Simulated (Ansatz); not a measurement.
# C11H22Se: the cost of one run

Program: Ansatz 0.2.0, Gaussian basis. Level of theory: the settings change from run to run. These are calculated values, not measurements.

3 further runs of the same task are left out: 3 that didn't finish.

## Step 1: The relaxed structure

An earlier PBE-D4/def2-SVP relaxation fixed the geometry.

SMILES `C=CCCCCCCCCC[SeH]`, 34 atoms, charge 0, spin multiplicity 1.

Atoms are counted from 1 here; the program's logs count them from 0.

Bond lengths: C1–C2 1.344 Å, C1–H13 1.103 Å, C1–H14 1.101 Å, C2–C3 1.502 Å, C2–H15 1.107 Å, C3–C4 1.539 Å, C3–H16 1.112 Å, C3–H17 1.115 Å, C4–C5 1.531 Å, C4–H18 1.112 Å, C4–H19 1.114 Å, C5–C6 1.532 Å, C5–H20 1.114 Å, C5–H21 1.113 Å, C6–C7 1.534 Å, C6–H22 1.114 Å, C6–H23 1.112 Å, C7–C8 1.534 Å and more. Angles: C2–C1–H13 121.2°, C2–C1–H14 121.8°, H13–C1–H14 116.9°, C1–C2–C3 125.4°, C1–C2–H15 118.8°, C3–C2–H15 115.8°, C2–C3–C4 113.3°, C2–C3–H16 109.7°, C2–C3–H17 109.3°, C4–C3–H16 109.7°, C4–C3–H17 108.4°, H16–C3–H17 106.3°, C3–C4–C5 113.6°, C3–C4–H18 108.9°, C3–C4–H19 109.4°, C5–C4–H18 109.8°, C5–C4–H19 109.3°, H18–C4–H19 105.5° and more.

## Step 2: r2SCAN0/def2-SVP

This run has atoms shaken by 0.08 Å, a point charge of 1.00 e beside it, D3(BJ) dispersion, relativity set to scalar.

Contents of in.yaml:

```yaml
crystal:
  periodic: [false, false, false]
  atoms:
    - {symbol: C, position_ang: [-6.228530, 1.084117, -0.104211]}
    - {symbol: C, position_ang: [-5.310008, 0.327013, 0.329435]}
    - {symbol: C, position_ang: [-3.748842, 0.518696, 0.615163]}
    - {symbol: C, position_ang: [-2.854575, -0.385349, -0.412619]}
    - {symbol: C, position_ang: [-1.361797, -0.019668, -0.212163]}
    - {symbol: C, position_ang: [-0.541285, -0.660353, -1.198588]}
    - {symbol: C, position_ang: [0.932566, -0.477832, -1.176561]}
    - {symbol: C, position_ang: [1.668851, -1.137299, 0.183888]}
    - {symbol: C, position_ang: [3.003611, -1.168815, 0.341339]}
    - {symbol: C, position_ang: [3.487518, 0.421760, 0.658101]}
    - {symbol: C, position_ang: [5.069588, 0.275178, 0.619944]}
    - {symbol: Se, position_ang: [5.949859, 2.235954, 0.932438]}
    - {symbol: H, position_ang: [-5.759163, 2.076469, -0.161315]}
    - {symbol: H, position_ang: [-6.978292, 0.858500, -0.119038]}
    - {symbol: H, position_ang: [-5.628719, -0.898706, 0.522673]}
    - {symbol: H, position_ang: [-3.635139, 1.613569, 0.619857]}
    - {symbol: H, position_ang: [-3.523281, 0.172438, 1.564132]}
    - {symbol: H, position_ang: [-3.136150, 0.078619, -1.390298]}
    - {symbol: H, position_ang: [-3.090086, -1.561103, -0.364378]}
    - {symbol: H, position_ang: [-1.224400, 1.180630, -0.173106]}
    - {symbol: H, position_ang: [-1.157074, -0.274304, 0.815785]}
    - {symbol: H, position_ang: [-0.623597, -1.730519, -1.241220]}
    - {symbol: H, position_ang: [-0.795941, -0.339826, -2.165463]}
    - {symbol: H, position_ang: [1.445368, -0.965093, -1.895479]}
    - {symbol: H, position_ang: [1.221382, 0.408727, -0.920498]}
    - {symbol: H, position_ang: [1.152399, -0.674383, 1.239904]}
    - {symbol: H, position_ang: [1.230226, -2.206008, 0.266938]}
    - {symbol: H, position_ang: [3.500233, -1.801017, 1.197091]}
    - {symbol: H, position_ang: [3.529544, -1.458268, -0.726418]}
    - {symbol: H, position_ang: [3.341555, 1.062618, -0.206361]}
    - {symbol: H, position_ang: [3.280185, 0.678169, 1.314941]}
    - {symbol: H, position_ang: [5.532688, -0.271107, 1.359521]}
    - {symbol: H, position_ang: [5.737420, -0.100485, -0.176321]}
    - {symbol: H, position_ang: [5.417299, 2.675264, -0.319709]}
basis:
  gaussian: {orbitals: def2-SVP, point_charges: [{charge: 1.00, position_ang: [9.892, 0.826, 0.906]}]}
hamiltonian: {xc: {name: r2SCAN0}, dispersion: d3bj, pseudopotentials: {relativity: scalar}}
scf: {omitted_lower_state_checks: [starts]}
```

On the command line:

```
$ ansatz run in.yaml --threads 4 --pin off --events-out ev --progress --plain --max-ram 6963MiB
```

What time and memory should one allow on 4 threads of Arm Neoverse V1, shared host?

About 15 s, with a peak of 1.5 GiB.
